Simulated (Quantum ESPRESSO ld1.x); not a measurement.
# Sm²⁺ in [Kr] 4d10 4f6 5s1.5 5p6 5f0.5: an all-electron calculation

Wanted: eigenvalues, radial structure and energy terms of the samarium ion Sm2+.

The numbers are computed with Quantum ESPRESSO ld1.x 7.5 (scalar-relativistic Kohn-Sham, LDA (Slater exchange, Perdew-Wang correlation), spin-polarised, spherical densities, point nucleus; open shells are filled with parallel spins first), except any that are marked as measured or tabulated.

**1. The system**

```
element       : samarium (Z = 62)
charge        : +2
electrons     : 60
configuration : [Kr] 4d10 4f6 5s1.5 5p6 5f0.5
```

**2. The run**

ld1.in

```fortran
 &input
    atom='Sm',
    iswitch=1,
    rel=1,
    lsd=1,
    dft='PW',
    config='[Kr] 4d10 4f6 5s1.5 5p6 5f0.5 6s0 5d0 6p0 6f0',
    verbosity='high',
    prefix='ld1',
    max_out_wfc=37,
    file_charge='ld1.rho',
 /
```

What does the calculation give?

The runs gave:

```
                        quantity                   value
                    total energy      -10418.612 hartree
exchange-correlation share of it                  2.19 %
                            −T/E                  1.0688
          highest occupied level        5f up, -5.656 eV
    most extended occupied level  5f up, <r> = 6.24 bohr
 radius at density 0.001 e/bohr³               3.55 bohr
    maxima of the radial density                       5
```

**Reading.** 5 principal shells are occupied and 5 maxima appear in the radial density. −T/E is 1.069: with relativity the kinetic term as defined here no longer equals −E. This is not the tabulated ground configuration, so its levels and sizes aren't those of the ground state, and no measured value stands beside it.
